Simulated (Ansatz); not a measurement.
**MgBr radical: single points off equilibrium**

One table from this session's results is given with a row withheld; the runs are named, their logs left out.

Program: Ansatz 0.2.0, Gaussian basis. Level of theory: single points in def2-TZVPP. These are calculated values, not measurements.

Cores are frozen in the correlated methods. Filled d shells of the heavier atoms are correlated. The outer core shell of Li, Na, Mg and K is correlated. Orbitals are unrestricted. B3LYP uses VWN-RPA correlation.

## Starting geometry

SMILES `[Mg][Br]`, 2 atoms, charge 0, spin multiplicity 2.

Atoms are counted from 1 here; the program's logs count them from 0.

Bond lengths: Mg1–Br2 2.439 Å.

Coordinates:

```xyz
2

Mg   -1.02370    0.30970   -0.55180
Br    1.06190   -0.37300    0.51360
```

Set-up of the first run:

The input, run/in.yaml:

```yaml
crystal:
  periodic: [false, false, false]
  atoms:
    - {symbol: Mg, position_ang: [-1.023700, 0.309700, -0.551800]}
    - {symbol: Br, position_ang: [1.061900, -0.373000, 0.513600]}
basis:
  gaussian: {orbitals: def2-TZVPP}
magnetization: {spin_polarized: true, initial_magnetization: 1}
correlation: {method: ccsd_t}
scf: {omitted_lower_state_checks: [cluster_reference]}
output: {forces: true}
```

The command line of these runs was not kept.

Steps of the session up to this table: CCSD(T)/def2-TZVPP; PBE0-D4/def2-TZVPP; wB97M-V/def2-TZVPP; r2SCAN-D4/def2-TZVPP; PBE-D4/def2-TZVPP; B3LYP-D4/def2-TZVPP; BHLYP-D4/def2-TZVPP.

One of the session's tables, all rows but one given; the rest of the session is left out.

```
   method  RMS force component (eV/Å)  dipole (D)
  CCSD(T)                       0.312        3.77
  PBE0-D4                       0.319        3.72
  wB97M-V                       0.291        4.05
r2SCAN-D4                       0.321        3.75
   PBE-D4                           ?           ?
 B3LYP-D4                       0.250        3.77
 BHLYP-D4                       0.334        3.95
```

**Question.** Estimate the row for PBE-D4.

The run gave: RMS force component (eV/Å): 0.234; dipole (D): 3.50. In the column «RMS force component (eV/Å)» it is the lowest.
